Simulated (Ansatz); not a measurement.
**Ba2Tl5V3O12: single point with PBE**

Crystal: Ba2Tl5V3O12.

```
Ba V Tl O
1.0
    10.97457    0.00000    0.00000
     0.00000   10.97457    0.00000
     0.00000    0.00000    6.60400
Ba V Tl O
2 3 5 12
Direct
  0.00000 0.50000 0.00000
  0.50000 0.00000 0.00000
  0.50000 0.50000 0.00000
  0.50000 0.00000 0.50000
  0.00000 0.50000 0.50000
  0.50000 0.50000 0.50000
  0.71260 0.28740 0.40228
  0.28740 0.71260 0.40228
  0.71260 0.71260 0.59772
  0.28740 0.28740 0.59772
  0.41064 0.58936 0.15770
  0.58936 0.41064 0.15770
  0.58936 0.58936 0.84230
  0.41064 0.41064 0.84230
  0.58661 0.08570 0.33378
  0.41339 0.08570 0.66622
  0.58661 0.91430 0.66622
  0.41339 0.91430 0.33378
  0.08570 0.58661 0.33378
  0.08570 0.41339 0.66622
  0.91430 0.58661 0.66622
  0.91430 0.41339 0.33378
```

The cell was built by a generator and needn't be a form met in nature.

```yaml
Program: Ansatz 0.2.0
Task: single point
Functional: PBE
Potentials_or_basis: SPMS NC
Cutoff: "1034 eV (not typed: the program's choice for these potentials)"
k_mesh: 3 × 3 × 4
Occupations: fermi-dirac, width 0.05 eV
Spin: collinear spin, ferromagnetic start
Starting_moments: "[0.0, 0.0, 2.0, 2.0, 2.0, 0.0, 0.0, 0.0, 0.0, 0.0, 0.0, 0.0, 0.0, 0.0, 0.0, 0.0, 0.0, 0.0, 0.0, 0.0, 0.0, 0.0] μB"
```

The pressure is 0.0 GPa. The largest force is 0.018 eV/Å. The band gap on the k mesh is 2.57 eV, indirect (least direct gap 2.63 eV), the net moment is 0.00 μB per cell and the absolute moment is 0.00 μB per cell.

Forces in eV/Å, atoms in the order of the input:
```
Ba   0.000  0.000  0.000
Ba   0.000  0.000  0.000
V    0.000  0.000  0.000
V    0.000  0.000  0.000
V    0.000  0.000  0.000
Tl   0.000  0.000  0.000
Tl   0.007 -0.007  0.006
Tl  -0.007  0.007  0.006
Tl   0.007  0.007 -0.006
Tl  -0.007 -0.007 -0.006
O    0.011 -0.011 -0.010
O   -0.011  0.011 -0.010
O   -0.011 -0.011  0.010
O    0.011  0.011  0.010
O   -0.010 -0.008 -0.001
O    0.010 -0.008  0.001
O   -0.010  0.008  0.001
O    0.010  0.008 -0.001
O   -0.008 -0.010 -0.001
O   -0.008  0.010  0.001
O    0.008 -0.010  0.001
O    0.008  0.010 -0.001
```

Levels at points of the mesh, in eV from the valence-band top:
Spin up:
```csv
k point,band 94,band 95,band 96,band 97,band 98,band 99,band 100,band 101,band 102,band 103
"(0.00, 0.00, 0.00)",-0.81,-0.49,-0.40,-0.40,-0.40,2.70,2.70,2.99,3.06,3.32
"(0.00, 0.00, -0.50)",-0.54,-0.48,-0.48,-0.44,-0.12,2.66,2.66,2.70,3.19,3.25
```
Spin down:
```
            k point  band 95  band 96  band 97  band 98  band 99  band 100  band 101  band 102
 (0.00, 0.00, 0.00)    -0.49    -0.40    -0.40    -0.40     2.70      2.70      2.99      3.06
(0.00, 0.00, -0.50)    -0.48    -0.48    -0.44    -0.12     2.66      2.66      2.70      3.19
```

It took 3.2 min on 8 threads of Arm Neoverse V2, with other jobs on the host, peak memory 12 GiB.

Caveat: odd divisions of the mesh miss points on the zone boundary, where band edges often lie, so the gap on the mesh can be too wide; spin-orbit coupling is left out, which as a rule narrows the gap of such compounds by several tenths of an eV; the starting moments weren't kept. Expect the measured gap to be larger: semilocal functionals such as PBE lack the derivative discontinuity.
